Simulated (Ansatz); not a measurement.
Predict the output of the script below (the Ansatz DFT code, driven from Python).

The script, `wannier.py`:
```python
'''Wannier functions of the anion p bands of Be3N2.'''

from pathlib import Path

import ansatz as az
import tomllib

structure = (
    az.Lattice.from_parameters(2.83961, 2.83961, 14.598647, alpha=90, beta=90, gamma=120)
    .space_group(160)
    .atom('Be', (0.0, 0.0, 0.140999))
    .atom('Be', (2 / 3, 1 / 3, 0.015639))
    .atom('Be', (2 / 3, 1 / 3, 0.244527))
    .atom('N', (2 / 3, 1 / 3, 0.129171))
    .atom('N', (0.0, 0.0, 0.291565))
    .primitive()
)

base = (
    structure.calculation()
    .functional('pbesol')
    .basis(550)  # plane waves up to this kinetic energy
    .kpoints(8)
    .occupations('fixed')  # whole-number filling, right only where there is a gap
    .wannier(mesh=(5, 5, 5), projections=[az.TrialShell('N', 'p')], minimise=True)
)
done = base.run(threads=1, backend='cpu', runs_dir='w90')
spreads = tomllib.loads(Path(done.output_folder, 'results', 'wannier.spreads.toml').read_text())
print('converged:', spreads['converged'], 'in', spreads['n_iter'], 'steps; least projectability', round(spreads['least_projectability'], 3))
print('invariant, diagonal, off-diagonal spread (A^2):', *(round(spreads[k], 4) for k in ('omega_i_ang2', 'omega_d_ang2', 'omega_od_ang2')))
for function in spreads['wannier']:
    print('centre', [round(v, 3) for v in function['r']], 'spread', round(function['spread'], 4))
```

```console
$ python wannier.py
converged: True in 78 steps; least projectability 0.741
invariant, diagonal, off-diagonal spread (A^2): 7.2195 0.0035 0.1354
centre [-0.026, 0.049, 11.631] spread 1.146
centre [0.029, -0.047, 11.631] spread 1.146
centre [-0.002, -0.001, 11.602] spread 1.2224
centre [-0.003, -0.005, 4.259] spread 1.2305
centre [0.004, 0.005, 4.259] spread 1.2307
centre [-0.001, 0.001, 4.21] spread 1.3827
```

The structure comes from a database of computed cells and needn't be a stable or known phase. Wall time of the script: 5.3 s on 1 thread of Arm Neoverse V2, on a shared host, peak memory 0.37 GiB.

(Lines on the test bed's own set-up are left out of the output.)
